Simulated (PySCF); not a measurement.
# Zr(OH)₃: relaxation and vibrations of the doublet

The task is one start of a wider search on Zr(OH)₃: the doublet, from a trigonal planar start. It is relaxed, tested by its Hessian and followed downhill if it is a saddle.

The runs use PySCF 2.14.0; PBE0, basis Zr def2-TZVP with ECP28, O def2-TZVP, H def2-TZVP, scalar-relativistic core potentials, no spin–orbit coupling, density fitting.

## 1. The system as given

7 atoms, charge 0, spin multiplicity 2.

Bond lengths: Zr1–O2 2.170 Å, Zr1–O3 2.170 Å, Zr1–O4 2.170 Å, O2–H5 0.960 Å, O3–H6 0.960 Å, O4–H7 0.960 Å. Angles: O2–Zr1–O3 120.0°, O2–Zr1–O4 120.0°, O3–Zr1–O4 120.0°, Zr1–O2–H5 130.0°, Zr1–O3–H6 130.0°, Zr1–O4–H7 130.0°.

```xyz
7
charge 0 multiplicity 2
Zr    0.0000    0.0000    0.0000
O     2.1700    0.0000    0.0000
O    -1.0850    1.8793    0.0000
O    -1.0850   -1.8793    0.0000
H     2.7871   -0.7354    0.0000
H    -0.7567    2.7814    0.0000
H    -2.0304   -2.0460    0.0000
```

## 2. First SCF at the start

The steps below are one call of a driver around PySCF. For each, scf.py gives the equivalent set-up of the SCF; relaxations use the driver's own optimiser. After this first run the driver tries any further starts and a stability analysis.

scf.py reads:

```python
from pyscf import gto, scf, dft
mol = gto.M(atom='''
Zr     0.000000     0.000000     0.000000
O      2.170000     0.000000     0.000000
O     -1.085000     1.879300     0.000000
O     -1.085000    -1.879300     0.000000
H      2.787100    -0.735400     0.000000
H     -0.756700     2.781400     0.000000
H     -2.030400    -2.046000     0.000000''',
    basis={'Zr': 'def2-TZVP', 'O': 'def2-TZVP', 'H': 'def2-TZVP'},
    ecp={'Zr': 'def2-TZVP'},
    charge=0, spin=1)
mf = dft.UKS(mol, xc='PBE0')
mf.grids.atom_grid = (50, 194)
aux = {'Zr': 'def2-universal-JKFIT', 'O': 'def2-universal-JKFIT', 'H': 'def2-universal-JKFIT'}
mf = mf.density_fit(auxbasis=aux)
mf.conv_tol = 1e-08
mf.diis_space = 10
mf.max_cycle = 60
mf.init_guess = 'minao'
mf.verbose = 4
mf.kernel()
```

On the command line:

```
OMP_NUM_THREADS=8 python axn.py task.json out
```

What it wrote:

```text
init E= -268.744944489644
[... the frontier-level lines of each cycle are left out ...]
cycle= 1 E= -274.157790091423  delta_E= -5.41  |g|= 0.867  |ddm|= 3.12
cycle= 2 E= -273.939592515022  delta_E= 0.218  |g|= 1.21  |ddm|=  1.5
cycle= 3 E= -274.456442821695  delta_E= -0.517  |g|= 0.258  |ddm|= 0.805
cycle= 4 E= -274.488076892005  delta_E= -0.0316  |g|= 0.0411  |ddm|= 0.251
cycle= 5 E= -274.489024168382  delta_E= -0.000947  |g|= 0.0036  |ddm|= 0.0374
cycle= 6 E= -274.489036097549  delta_E= -1.19e-05  |g|= 0.0011  |ddm|= 0.00894
cycle= 7 E= -274.489038507582  delta_E= -2.41e-06  |g|= 0.000476  |ddm|= 0.00303
cycle= 8 E= -274.489039221399  delta_E= -7.14e-07  |g|= 0.000105  |ddm|= 0.00156
cycle= 9 E= -274.489039243802  delta_E= -2.24e-08  |g|= 9.69e-05  |ddm|= 0.00034
cycle= 10 E= -274.489039247172  delta_E= -3.37e-09  |g|= 3.05e-05  |ddm|= 6.32e-05
Extra cycle  E= -274.489039245999  delta_E= 1.17e-09  |g|= 6.47e-05  |ddm|= 6.3e-05
converged SCF energy = -274.489039245999  <S^2> = 0.75406422  2S+1 = 2.0040601
```

This step, with its further starts and checks, took 19 s on 8 threads of Arm Neoverse V2, shared host.

The starts that the driver tried:

| start | energy (Eh) |
| --- | --- |
| the minimal-basis guess | -274.489039 |
| a thermally smeared density | -274.489039 |
| a smeared PBE density | -274.489039 |

No lower solution of this spin turned up from the other starts or in the test of internal stability.

## 3. Relaxation: trigonal planar start, doublet

The program finds C3h symmetry in the start, which this walk keeps.

Changes to scf.py since step 2:

```diff
@@ -3,7 +3,7 @@
-Zr     0.000000     0.000000     0.000000
-O      2.170000     0.000000     0.000000
-O     -1.085000     1.879300     0.000000
-O     -1.085000    -1.879300     0.000000
-H      2.787100    -0.735400     0.000000
-H     -0.756700     2.781400     0.000000
-H     -2.030400    -2.046000     0.000000''',
+Zr     0.000000    -0.000000     0.000000
+O      2.170014    -0.000000     0.000000
+O     -1.085007     1.879288     0.000000
+O     -1.085007    -1.879288     0.000000
+H      2.787100    -0.735386     0.000000
+H     -0.756688     2.781392     0.000000
+H     -2.030413    -2.046007     0.000000''',
@@ -20 +19,0 @@
-mf.init_guess = 'minao'
```

The optimiser's trace:

| step | energy (Eh) | change (kJ/mol) | largest symmetric gradient (Eh/bohr) |
| --- | --- | --- | --- |
| 0 | -274.489039 | 0.00 | 0.06663 |
| 1 | -274.525803 | -96.52 | 0.03525 |
| 2 | -274.540637 | -135.47 | 0.02438 |
| 3 | -274.542085 | -139.27 | 0.00494 |
| 4 | -274.542374 | -140.03 | 0.00302 |
| 5 | -274.543104 | -141.95 | 0.01075 |
| 6 | -274.543559 | -143.14 | 0.01149 |
| 7 | -274.544264 | -144.99 | 0.00504 |
| 8 | -274.544518 | -145.66 | 0.00275 |
| 9 | -274.544688 | -146.11 | 0.00108 |
| 10 | -274.544703 | -146.15 | 0.00666 |
| 11 | -274.544846 | -146.52 | 0.00108 |
| 12 | -274.544888 | -146.63 | 0.00203 |
| 13 | -274.544903 | -146.67 | 0.00206 |
| 14 | -274.544931 | -146.74 | 0.00025 |
| 15 | -274.544937 | -146.76 | 0.00212 |
| 16 | -274.544947 | -146.78 | 0.00023 |
| 17 | -274.544951 | -146.80 | 0.00026 |
| 18 | -274.544954 | -146.80 | 0.00075 |
| 19 | -274.544955 | -146.81 | 0.00007 |

The walk took 68 s.

Positions (Å) and forces (eV/Å) along the way:

```
step 0
Zr   0.000   0.000   0.000  -0.004  -0.004   0.000
O    2.170   0.000   0.000  -3.429  -0.025   0.000
O   -1.085   1.879   0.000   1.738  -2.949   0.000
O   -1.085  -1.879   0.000   1.694   2.979   0.000
H    2.787  -0.735   0.000  -0.119   0.051   0.000
H   -0.757   2.781   0.000   0.015  -0.129   0.000
H   -2.030  -2.046   0.000   0.104   0.076   0.000
step 1
Zr   0.000   0.000   0.000  -0.008  -0.003   0.000
O    2.056  -0.004   0.000  -1.783  -0.543   0.000
O   -1.024   1.782   0.000   1.366  -1.262   0.000
O   -1.032  -1.778   0.000   0.424   1.808   0.000
H    2.718  -0.714   0.000  -0.465   0.536   0.000
H   -0.741   2.711   0.000  -0.233  -0.671   0.000
H   -1.977  -1.997   0.000   0.698   0.135   0.000
step 10
Zr   0.000   0.000   0.000   0.011  -0.011   0.000
O    1.912  -0.253   0.000   0.301  -0.116   0.000
O   -0.737   1.782   0.000  -0.051   0.319   0.000
O   -1.175  -1.529   0.000  -0.260  -0.194   0.000
H    2.821  -0.558   0.000  -0.328   0.115   0.000
H   -0.927   2.722   0.000   0.064  -0.341   0.000
H   -1.893  -2.164   0.000   0.264   0.227   0.000
step 19
Zr   0.000   0.000   0.000   0.018  -0.010   0.000
O    1.891  -0.366   0.000   0.002   0.001   0.000
O   -0.628   1.821   0.000  -0.008   0.003   0.000
O   -1.263  -1.455   0.000  -0.013   0.005   0.000
H    2.836  -0.482   0.000  -0.003  -0.002   0.000
H   -1.000   2.697   0.000   0.002  -0.001   0.000
H   -1.836  -2.215   0.000   0.000   0.002   0.000
```

It settles in C3h symmetry, 146.8 kJ/mol below the start, after 19 steps: O–H 0.952 Å (×3), Zr–O 1.926 Å (×3); H–O–Zr 176.0° (×3), O–Zr–O 120.0° (×3).

## 4. Frequencies

The point is checked on the finer grid, and tightened if its gradient asks for it. The Hessian and the dipole derivatives come from central differences of analytic gradients, with steps of 0.02 bohr.

Changes to scf.py since step 3:

```diff
@@ -3,7 +3,7 @@
-Zr     0.000000    -0.000000     0.000000
-O      2.170014    -0.000000     0.000000
-O     -1.085007     1.879288     0.000000
-O     -1.085007    -1.879288     0.000000
-H      2.787100    -0.735386     0.000000
-H     -0.756688     2.781392     0.000000
-H     -2.030413    -2.046007     0.000000''',
+Zr    -0.000000    -0.000000     0.000000
+O      1.891300    -0.366258    -0.000000
+O     -0.628461     1.821043     0.000000
+O     -1.262839    -1.454785     0.000000
+H      2.836067    -0.482357    -0.000000
+H     -1.000300     2.697285     0.000000
+H     -1.835767    -2.214928     0.000000''',
@@ -14 +14 @@
-mf.grids.atom_grid = (50, 194)
+mf.grids.atom_grid = (75, 302)
@@ -17 +17 @@
-mf.conv_tol = 1e-08
+mf.conv_tol = 1e-10
```

The driver hands on the density of the step before, so the log starts near convergence.

SCF at the final geometry:

```text
init E= -274.544876639537
[... the frontier-level lines of each cycle are left out ...]
cycle= 1 E= -274.544876639533  delta_E= 4.21e-12  |g|= 4.51e-06  |ddm|= 6.35e-06
Extra cycle  E= -274.544876639514  delta_E= 1.85e-11  |g|= 8.05e-06  |ddm|= 8.72e-06
converged SCF energy = -274.544876639514  <S^2> = 0.75244616  2S+1 = 2.0024447
```

The whole step took 75 s.

Geometry: C3h; O–H 0.952 Å (×3), Zr–O 1.926 Å (×3); H–O–Zr 176.0° (×3), O–Zr–O 120.0° (×3).

Harmonic modes (main isotopes):

| symmetry | ω (cm⁻¹) | IR (km/mol) | μ (u) |
| --- | --- | --- | --- |
| a'' | 70 | 24.1 | 3.78 |
| a' | 101 | 0.0 | 1.14 |
| e' | 154 | 7.0 | 7.83 |
| e' | 260 | 497 | 1.10 |
| e'' | 363 | 0.0 | 1.14 |
| a'' | 380 | 258 | 1.33 |
| a' | 685 | 0.0 | 8.30 |
| e' | 704 | 442 | 10.46 |
| e' | 4009 | 649 | 1.07 |
| a' | 4013 | 0.0 | 1.07 |

All wavenumbers are real: a minimum.

Properties at this point:

| Property | Result |
| --- | --- |
| Dipole moment | 0.00 D |
| Highest occupied level | -4.49 eV |
| Lowest empty level | -1.18 eV |
| Rotational constants | 0.166, 0.166, 0.083 cm⁻¹ |
| Zero-point energy | 97.1 kJ/mol |
| Principal polarisabilities | 55.5, 55.5, 74.3 bohr³ |
| Atomisation energy without zero-point energy | 2898 kJ/mol |
| Principal traceless quadrupole moments about the centre of mass | -8.05, 4.02, 4.02 D Å |
| Entropy at 298.15 K and 1 bar (electronic part: spin only) | 361.3 J/(mol K) |
| Heat capacity Cp at 298.15 K | 109.9 J/(mol K) |
| Enthalpy at 298.15 K above 0 K | 23.33 kJ/mol |
| Rotational symmetry number | 3 |
| Spin squared ⟨S²⟩ | 0.752 |

Populations by atom (charges in e):

```csv
atom,Mulliken,Löwdin,polar tensor,spin (Mulliken),Mayer order to Zr1
Zr1,1.32,0.54,1.73,1.06,–
"O2,3,4",-0.76,-0.34,-0.92,-0.02,0.94
"H5,6,7",0.32,0.16,0.35,0.00,0.03
```

Outer orbital energies (eV). α occupied: -13.48, -9.40, -9.40, -9.29, -9.29, -8.87, -8.75, -4.49; empty: -0.01, -0.01, 0.24, 0.26. β occupied: -13.46, -13.46, -9.41, -9.41, -9.30, -9.30, -8.92, -8.78; empty: -1.18, 0.40, 0.40, 0.68.

Mulliken populations on Zr1 (outside its core potential): s 2.45, p 6.19, d 1.92, f 0.11.

## 5. Fields at the lowest minimum

The plane holds Zr1 at (0.00, 0.00), O2 at (1.93, 0.00), O3 at (-0.96, 1.67), O4 at (-0.96, -1.67), H5 at (2.88, 0.07), H6 at (-1.49, 2.46), H7 at (-1.38, -2.52) Å. Columns run from x = -3.45 to 5.25 Å, rows from y = 4.65 (top) to -4.65 Å, in steps of 0.3 Å. Electrons inside core potentials are absent.

Density (cut at 5 e/Å³):

Ten steps from '0' (0.000 e/Å³) to '9' (5.000 e/Å³), finer at the low end (step k begins (100^(k/10) - 1)/99 of the way up):
```
000000000000000000000000000000
000000000000000000000000000000
000000000000000000000000000000
000000000000000000000000000000
000000000000000000000000000000
000001121100000000000000000000
000012443221000000000000000000
000014676532100000000000000000
000024788764210000000000000000
000024799985310000000000000000
000024799986310000000000000000
000013689985321111111000000000
000012467765432233332100000000
000001345567764346654321000000
000001124699996568986541000000
000000124794497689998852000000
000000124794497689998752000000
000001124699996568986531000000
000001345567764346654310000000
000012467765432223332100000000
000013689985321111111000000000
000014699986310000000000000000
000014699985310000000000000000
000013688764210000000000000000
000013686532100000000000000000
000002454321000000000000000000
000001122100000000000000000000
000000000000000000000000000000
000000000000000000000000000000
000000000000000000000000000000
000000000000000000000000000000
000000000000000000000000000000
```

ELF (0 where the density is under 0.005 e/Å³):

Ten even steps from '0' (0.00) to '9' (1.00):
```
000000000000000000000000000000
000000000000000000000000000000
000000000000000000000000000000
000000000000000000000000000000
000034542000000000000000000000
000256775210000000000000000000
000368997432210000000000000000
000369998655420000000000000000
000258998777630000000000000000
000136882688630000000000000000
000135769188510002210000000000
000136885685100024431100000000
000136788731110157653322000000
000135664137872178876665300000
000001211588895178878997530000
000000002880086274459998630000
000000002880086274359998530000
000001111588895178887886400000
000135664137872168875443100000
000246888731110057753210000000
000246885686200025542100000000
000136779188610002221000000000
000135772688630000000000000000
000137998776530000000000000000
000148999754320000000000000000
000147998632110000000000000000
000046776410000000000000000000
000004554200000000000000000000
000000221000000000000000000000
000000000000000000000000000000
000000000000000000000000000000
000000000000000000000000000000
```

Spin density:

Ten even steps from '0' (-0.02 e/Å³) to '9' (0.19 e/Å³):
```
000000000000000000000000000000
000000000000000000000000000000
000000000000000000000000000000
000000000000000000000000000000
000000000000000000000000000000
000000000000000000000000000000
000000110000000000000000000000
000001111000000000000000000000
000001111000111100000000000000
000000000000111111000000000000
000000000000111111100000000000
000000000001111111100000000000
000001000111111111000000000000
000011111135531110000000000000
000011111389973110000110000000
000111111591195110001111000000
000011111591195110001110000000
000011111389973110000100000000
000011111135531110000000000000
000000000111111111000000000000
000000000001111111000000000000
000000000000111111000000000000
000000000000111110000000000000
000000111000111100000000000000
000000111000000000000000000000
000000111000000000000000000000
000000000000000000000000000000
000000000000000000000000000000
000000000000000000000000000000
000000000000000000000000000000
000000000000000000000000000000
000000000000000000000000000000
```

Values on the line from Zr1 (at 0) through O2 (at 1.926 Å):

| distance (Å) | density (e/Å³) | ELF | electrostatic potential (V) | spin density (e/Å³) |
| --- | --- | --- | --- | --- |
| 0.77 | 1.75 | 0.629 | 41 | 0.0922 |
| 0.96 | 0.9 | 0.196 | 21.5 | 0.0354 |
| 1.16 | 1.08 | 0.43 | 15.1 | 0.012 |
| 1.35 | 2.26 | 0.774 | 23 | 0.000651 |
| 1.54 | 4.83 | 0.673 | 67.7 | -0.0109 |
| 1.73 | 13.2 | 0.106 | 272 | -0.0173 |
| 2.02 | 123 | 0.979 | 758 | -0.0213 |
| 2.22 | 6.34 | 0.253 | 133 | -0.00257 |
| 2.41 | 3.78 | 0.846 | 43.3 | 0.000809 |
| 2.60 | 2.55 | 0.955 | 34.3 | 0.00178 |
| 2.79 | 2.44 | 0.993 | 111 | 0.00289 |
| 2.99 | 1.58 | 0.996 | 86.5 | 0.00228 |

Making the fields took 1.2 s.

## 6. What came out

```
                                          quantity                                                                                                   value
                                           minimum                                                                                            doublet, C3h
                                          geometry                             O–H 0.952 Å (×3), Zr–O 1.926 Å (×3); H–O–Zr 176.0° (×3), O–Zr–O 120.0° (×3)
                                wavenumbers (cm⁻¹)  70 (a''), 101 (a'), 154 (e'), 260 (e'), 363 (e''), 380 (a''), 685 (a'), 704 (e'), 4009 (e'), 4013 (a')
                                     dipole moment                                                                                                  0.00 D
highest occupied, lowest empty level (either spin)                                                                                         -4.49, -1.18 eV
                        polar-tensor charge of Zr1                                                                                                 +1.73 e
                                 zero-point energy                                                                                             97.1 kJ/mol
                               entropy at 298.15 K                                                                                         361.3 J/(mol K)
         atomisation energy (no zero-point energy)                                                                                             2898 kJ/mol
                                              ⟨S²⟩                                                                                                   0.752
```

**Reading.** The molecule stays C3h, as typed, and the end point is a minimum. In the infrared the band at 4009 cm⁻¹ (e') leads. Zr1 has a polar-tensor charge of +1.7 e (a dipole derivative, not a static charge), yet symmetry cancels the bond dipoles. Most of the spin sits on Zr1 (Mulliken spin 1.06, against 1 for the whole molecule). Other starts or spin states, not run here, may lie lower. Open d and f shells are described by one determinant, and the ground state may have another occupation or spin.

The search up to here took 2.7 min on 8 threads of Arm Neoverse V2, shared host.
